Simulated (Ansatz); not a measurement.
# Sc3Hg: the cost of one run

Computed with the Python package of Ansatz 0.2.0. Level of theory: DFT PBEsol+D3(BJ), plane waves, PAW.

### Step 1. The structure

Symmetry: Pm-3m, No. 221, cubic system. Conventional cell: a = 4.465 Å, b = 4.465 Å, c = 4.465 Å, α = 90.00°, β = 90.00°, γ = 90.00°. Around Sc (site symmetry 4/mmm) lie 8 Sc at 3.16 Å and 4 Hg at 3.16 Å. Hg (site symmetry m-3m) has 12 Sc at 3.16 Å as nearest neighbours.

No structure file is read: the coordinates are typed or built in the script.

### Step 2. Script

eos_sc3hg.py reads:

```python
# -*- coding: utf-8 -*-
import ansatz as az
import numpy as np

VECTORS = np.array([
    [4.464651, 0.0, 0.0],
    [0.0, 4.464651, 0.0],
    [0.0, 0.0, 4.464651],
])
SITES = [
    ("Sc", (0.0, 0.5, 0.5)),
    ("Sc", (0.5, 0.0, 0.5)),
    ("Sc", (0.5, 0.5, 0.0)),
    ("Hg", (0.0, 0.0, 0.0)),
]


def crystal_on(cell):
    crystal = az.Crystal(lattice=az.Lattice.of(cell))
    for symbol, position in SITES:
        crystal = crystal.atom(symbol, position)
    return crystal

volumes, energies = [], []
for scale in np.linspace(0.9, 1.1, 9):
    cell = VECTORS * scale ** (1 / 3)
    setup = (
        crystal_on(cell).calculation()
        .functional("PBEsol", dispersion="d3bj")
        .occupations("methfessel_paxton")
        .scf(extra_bands=16, algorithm="direct_min")
        .basis(500)
        .kpoints(5, 5, 5)
    )
    summary = setup.run().report
    volumes.append(abs(np.linalg.det(cell)) / len(SITES))
    energies.append(summary["free_energy_ev"] / len(SITES))
    print(f"V = {volumes[-1]:8.4f} A^3/atom  F = {energies[-1]:.5f} eV/atom")

x = np.array(volumes) ** (-2 / 3)
poly = np.polynomial.Polynomial.fit(x, energies, 3).convert()
roots = poly.deriv().roots()
x0 = min((r.real for r in roots if abs(r.imag) < 1e-9 and poly.deriv(2)(r.real) > 0), key=lambda r: abs(r - x.mean()))
v0 = x0 ** -1.5
b0 = 4 / 9 * poly.deriv(2)(x0) * v0 ** (-7 / 3) * 160.21766
b1 = 4 + 2 / 3 * x0 * poly.deriv(3)(x0) / poly.deriv(2)(x0)
print(f"V0 = {v0:.4f} A^3/atom, B0 = {b0:.1f} GPa, dB/dP = {b1:.2f}")
```

### Step 3. The calls as engine input

The engine receives this input (first run):

```yaml
crystal:
  lattice:
    - [4.31057314646891, 0.0, 0.0]
    - [0.0, 4.31057314646891, 0.0]
    - [0.0, 0.0, 4.31057314646891]
  atoms:
    - { symbol: Sc, position: [0.0, 0.5, 0.5] }
    - { symbol: Sc, position: [0.5, 0.0, 0.5] }
    - { symbol: Sc, position: [0.5, 0.5, 0.0] }
    - { symbol: Hg, position: [0.0, 0.0, 0.0] }
basis:
  ecutwfc: 500.0
kpoints:
  mp_grid:
    grid: [5, 5, 5]
hamiltonian:
  xc: pbesol
  dispersion: d3bj
scf:
  algorithm: direct_min
  n_extra_bands: 16
  occupations:
    method: methfessel_paxton
```

### Step 4. Running it

On the command line:

```bash
python eos_sc3hg.py
```

**Question.** How long does this script take on 1 thread of Arm Neoverse V2, shared host, and how much memory does it need?

About 92 s, with a peak of 0.5 GiB.
